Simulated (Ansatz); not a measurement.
# Si3Ge2Pt: the cost of one run

Method: DFT PBE, scalar-relativistic, plane waves, PAW, in Ansatz 0.2.0.

### Step 1. Starting point

The structure is tetragonal, space group P4/mmm (No. 123). Conventional cell: a = 3.574 Å, b = 3.574 Å, c = 9.724 Å, α = 90.00°, β = 90.00°, γ = 90.00°. Si (site symmetry 4/mmm) has 4 Pt at 2.53 Å as nearest neighbours. Si (site symmetry 4mm) is surrounded by 1 Pt at 2.39 Å and 1 Ge at 2.47 Å. Ge (site symmetry 4/mmm) has 4 Ge at 2.53 Å as nearest neighbours. Ge (site symmetry 4/mmm) is surrounded by 2 Si at 2.47 Å and 4 Ge at 2.53 Å. Pt (site symmetry 4/mmm) has 6 Si at 2.39 to 2.53 Å as nearest neighbours.

Structure file:

```cif
data_structure
_symmetry_space_group_name_H-M 'P 1'
_symmetry_Int_Tables_number 1
_cell_length_a 3.5741
_cell_length_b 3.5741
_cell_length_c 9.7240
_cell_angle_alpha 90.000
_cell_angle_beta 90.000
_cell_angle_gamma 90.000
_cell_volume 124.22
loop_
_atom_site_label
_atom_site_type_symbol
_atom_site_fract_x
_atom_site_fract_y
_atom_site_fract_z
_atom_site_occupancy
Si1 Si 0.00000 0.00000 0.00000 1
Si2 Si 0.50000 0.50000 0.75378 1
Si3 Si 0.50000 0.50000 0.24622 1
Ge1 Ge 0.00000 0.00000 0.50000 1
Ge2 Ge 0.50000 0.50000 0.50000 1
Pt1 Pt 0.50000 0.50000 0.00000 1
```

The cell was relaxed beforehand at this level, from a generated guess; it is a trial structure. At a tolerance of 0.05 Å it has space group P4/mmm (No. 123); it has 20.70 Å³/atom, an uncorrected energy of +0.54 eV/atom over the elements.

### Step 2. Bands, states and charges

Input file input.yaml:

```yaml
crystal:
  lattice:
    - [3.5741132424, 0.0, 0.0]
    - [0.0, 3.5741132424, 0.0]
    - [0.0, 0.0, 9.7239679499]
  atoms:
    - { symbol: Si, position: [0.0, 0.0, 0.0] }
    - { symbol: Si, position: [0.5, 0.5, 0.7537831894] }
    - { symbol: Si, position: [0.5, 0.5, 0.2462168106] }
    - { symbol: Ge, position: [0.0, 0.0, 0.5] }
    - { symbol: Ge, position: [0.5, 0.5, 0.5] }
    - { symbol: Pt, position: [0.5, 0.5, 0.0] }
basis:
  ecutwfc: 420
kpoints:
  mp_grid: { grid: [10, 10, 4] }
  band_path:
    path:
      - [[0.0, 0.0, 0.0], [0.0, 0.5, 0.0], [0.5, 0.5, 0.0], [0.0, 0.0, 0.0], [0.0, 0.0, 0.5], [0.0, 0.5, 0.5], [0.5, 0.5, 0.5], [0.0, 0.0, 0.5]]
      - [[0.0, 0.5, 0.0], [0.0, 0.5, 0.5]]
      - [[0.5, 0.5, 0.0], [0.5, 0.5, 0.5]]
    npoints: 14
hamiltonian:
  xc: pbe
scf:
  occupations: { method: gaussian, width: 0.1 }
  n_extra_bands: 15
output:
  forces: true
  stress: true
  eigenvalues: true
  populations: true
  dos: { projected: true, de: 0.02, nscf_kmesh: { grid: [12, 12, 5] } }
  bader: true
  write_density: true
  write_potential: true
  elf: true
  volumetric_format: npy
```

Run with:

```console
$ ansatz run input.yaml --threads 1 --pin off --max-ram 2560MiB --backend cpu --events-out ev --progress --plain --runs-dir out
```

Q: Estimate wall time and peak memory on 1 thread of Intel Xeon 6975P-C (Granite Rapids), shared host.

About 62 s, with a peak of 0.73 GiB.
